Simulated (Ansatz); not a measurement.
**GeF (doublet): from Hartree-Fock to the top rungs, cc-pVDZ**

An exercise on one series of results from a longer session: the logs are not shown, and one member is left open.

The runs use Ansatz 0.2.0, Gaussian basis; cc-pVDZ, core rule «outside noble gas», up to 15 orbitals frozen.

To be run: UHF; CCSD(T) on ROHF; CCSD(T) on UHF; BCCD(T) on ROHF; CISD; CCSDT(Q) on ROHF; CCSDT(Q) on UHF; CISDTQ; CCSDTQ on ROHF; CCSDTQ on UHF.

11 further runs of the same task are left out: 6 for a known fault of the program, 1 that didn't finish, 4 set aside as unsound or not needed.

### What is computed

The geometry is a PBE0/def2-TZVP stationary point (not a proven minimum). No spin-orbit coupling is included. The filled d shell of Ge may be among the frozen orbitals whatever the setting's name suggests; the logs give the count.

2 atoms, charge 0, spin multiplicity 2.

Atoms are counted from 1 here; the program's logs count them from 0.

Bond lengths: Ge1–F2 1.756 Å.

The first run:

File in.yaml:

```yaml
crystal:
  periodic: [false, false, false]
  atoms:
    - {symbol: Ge, position_ang: [0.000000, 0.000000, 0.000000]}
    - {symbol: F, position_ang: [0.000000, 0.000000, 1.755700]}
basis:
  gaussian: {orbitals: cc-pVDZ}
magnetization: {spin_polarized: true, initial_magnetization: 1}
hamiltonian: {xc: hf}
output: {orbitals: {seedname: orbitals}}
```

On the command line:

```console
$ ansatz run in.yaml --threads 1 --pin off --events-out ev --progress --plain --max-ram 2816MiB --backend cpu
```

Among the steps run: UHF; CCSD(T) on ROHF; CCSD(T) on UHF; BCCD(T) on ROHF; CISD; CCSDT(Q) on ROHF; CCSDT(Q) on UHF; CISDTQ; CCSDTQ on ROHF; CCSDTQ on UHF.

One table of the session follows, with a row left open; its other results are not shown here.

It belongs to the step «Misses and costs». 

```
   method  from UCCSDTQ (meV)
     ROHF             +7321.2
      UHF             +7219.9
     RMP2              +533.0
     UMP2              +537.7
    RCCSD              +178.6
    UCCSD              +174.0
 RCCSD(T)                   ?
 UCCSD(T)               +29.8
  BCCD(T)               +27.1
   RCCSDT               +18.4
   UCCSDT               +15.5
RCCSDT(Q)                +4.7
UCCSDT(Q)                -2.8
  RCCSDTQ                +2.9
  UCCSDTQ                   0
```

**Question.** Estimate the row for RCCSD(T).

The run gave: from UCCSDTQ (meV): +32.5. In the column «from UCCSDTQ (meV)» it lies between UCCSD(T) (+29.8) and UCCSD (+174.0).

Caveats from the session: Restricted and unrestricted rows rest on different reference determinants; where their highest levels disagree by more than a few hundredths of an eV, they describe different states and don't form one ladder.
